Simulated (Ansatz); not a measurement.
# LiCaVC6N6: the cost of one run

Program: Ansatz 0.2.0. Level of theory: DFT PBE, scalar-relativistic, plane waves, PAW. These are calculated values, not measurements.

1 further run of the same task is left out (it didn't finish).

## 1. Starting point

Symmetry: F-43m, No. 216, cubic system. The conventional cell has a = 10.594 Å, b = 10.594 Å, c = 10.594 Å, α = 90.00°, β = 90.00°, γ = 90.00°. Around Li (site symmetry -43m) lie 12 N at 3.77 Å and 12 C at 3.82 Å. Ca (site symmetry -43m) is surrounded by 6 N at 2.21 Å. Around V (site symmetry -43m) lie 6 C at 1.92 Å. C (site symmetry 2mm) has 1 N at 1.17 Å as nearest neighbours. N (site symmetry 2mm) is surrounded by 1 C at 1.17 Å.

Structure file:

```xyz
15
Lattice="0.0000 5.2970 5.2970 5.2970 0.0000 5.2970 5.2970 5.2970 0.0000" Properties=species:S:1:pos:R:3 pbc="T T T"
Li    7.9455    7.9455    7.9455
Ca    5.2970    5.2970    5.2970
V     0.0000    0.0000    0.0000
C     1.9170    5.2970    5.2970
C     5.2970    5.2970    1.9170
C     5.2970    8.6770    5.2970
C     8.6770    5.2970    5.2970
C     5.2970    5.2970    8.6770
C     5.2970    1.9170    5.2970
N     3.0870    5.2970    5.2970
N     5.2970    5.2970    3.0870
N     5.2970    7.5070    5.2970
N     7.5070    5.2970    5.2970
N     5.2970    5.2970    7.5070
N     5.2970    3.0870    5.2970
```

The cell is invented: cyanide-bridged rock-salt net of two metals, 1 guest cations a cell (F-43m, No. 216). Its size is a rough estimate.

## 2. Probe: one point on a coarse mesh

input.yaml reads:

```yaml
crystal:
  lattice:
    - [0.0, 5.297, 5.297]
    - [5.297, 0.0, 5.297]
    - [5.297, 5.297, 0.0]
  atoms:
    - { symbol: Li, position: [0.75, 0.75, 0.75] }
    - { symbol: Ca, position: [0.5, 0.5, 0.5] }
    - { symbol: V, position: [0.0, 0.0, 0.0], spin: 2.0 }
    - { symbol: C, position: [0.81904852, 0.18095148, 0.18095148] }
    - { symbol: C, position: [0.18095148, 0.18095148, 0.81904852] }
    - { symbol: C, position: [0.81904852, 0.18095148, 0.81904852] }
    - { symbol: C, position: [0.18095148, 0.81904852, 0.81904852] }
    - { symbol: C, position: [0.81904852, 0.81904852, 0.18095148] }
    - { symbol: C, position: [0.18095148, 0.81904852, 0.18095148] }
    - { symbol: "N", position: [0.70860865, 0.29139135, 0.29139135] }
    - { symbol: "N", position: [0.29139135, 0.29139135, 0.70860865] }
    - { symbol: "N", position: [0.70860865, 0.29139135, 0.70860865] }
    - { symbol: "N", position: [0.29139135, 0.70860865, 0.70860865] }
    - { symbol: "N", position: [0.70860865, 0.70860865, 0.29139135] }
    - { symbol: "N", position: [0.29139135, 0.70860865, 0.29139135] }
basis:
  ecutwfc: 420
kpoints:
  mp_grid: { grid: [4, 4, 4] }
hamiltonian:
  xc: pbe
scf:
  occupations: { method: gaussian, width: 0.1 }
  lower_state_search: "off"
output:
  forces: true
  stress: true
  eigenvalues: true
  populations: true
magnetization:
  spin_polarized: true
```

On the command line:

```
$ ansatz run input.yaml --threads 1 --pin off --max-ram 2560MiB --backend cpu --events-out ev --progress --plain --runs-dir out
```

Q: Estimate wall time and peak memory on 1 thread of Arm Neoverse V1, shared host.

About 47 s, with a peak of 0.64 GiB.
